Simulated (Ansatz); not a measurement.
Predict the output of the script below (Ansatz 0.2.0 through its Python package).

`restart.py`:
```python
"""A run of GdBi that can be started again."""

import ansatz

crystal = (
    ansatz.Lattice.of((0.0, 3.1941, 3.1941), (3.1941, 0.0, 3.1941), (3.1941, 3.1941, 0.0))
    .atom("Gd", (0.0, 0.0, 0.0))
    .atom("Bi", (0.5, 0.5, 0.5))
    .moments(Gd=4.9)
)

job = crystal.calculation()
job = job.functional(ansatz.Functional.R2SCAN)
job = job.pseudopotentials("paw").basis(45 * ansatz.Ry)
job = job.kpoints(7, 7, 7)
job = job.occupations("fermi_dirac", width=0.1)
job = job.spin("collinear")
job = job.forces()
job = job.checkpoint(write="state")
with ansatz.exiting_at_sigterm():
    res = job.run(threads=1, resume=True)
print("returned:", type(res).__name__)
print(f"F = {res.report['free_energy_ev']:.5f} eV, {res.report['n_iterations']} iterations")
```

```console
$ python restart.py
DeckWarning: where an SCF of this run starts from atoms to list the orders of its open shells, Gd (site 0, from 0) starts with 6.64 μB on its 4f shell, in the place of the 4.90 μB that the deck gives it: an open f shell starts with all that it can hold by [...]
returned: RunOutcome
F = -21759.46733 eV, 16 iterations
```
(Warnings from the package without file and line, shortened.)

```console
$ python restart.py
DeckWarning: where an SCF of this run starts from atoms to list the orders of its open shells, Gd (site 0, from 0) starts with 6.64 μB on its 4f shell, in the place of the 4.90 μB that the deck gives it: an open f shell starts with all that it can hold by [...]
returned: CompletedStep
F = -21759.46733 eV, 16 iterations
```
(Warnings from the package without file and line, shortened.)

Absolute energies stand on the zero of these potentials, so only differences at equal settings mean something. A total without «per atom» is that of the cell as typed. Open f shells: without a Hubbard U, without spin-orbit coupling; the state reached hangs on the start and needn't be the lowest. The mesh is modest for a metal, so energies can be off by several to tens of meV an atom and pressures by half a GPa or more; differences at equal mesh fare better. r2SCAN tends to overestimate the moments of itinerant magnets. This cell is a computed structure, which may not be the phase found in nature. It ran for 18 s on 1 thread of Arm Neoverse V2, on a shared host, peak memory 0.78 GiB.

(Lines on the test bed's own set-up are left out of the output.)
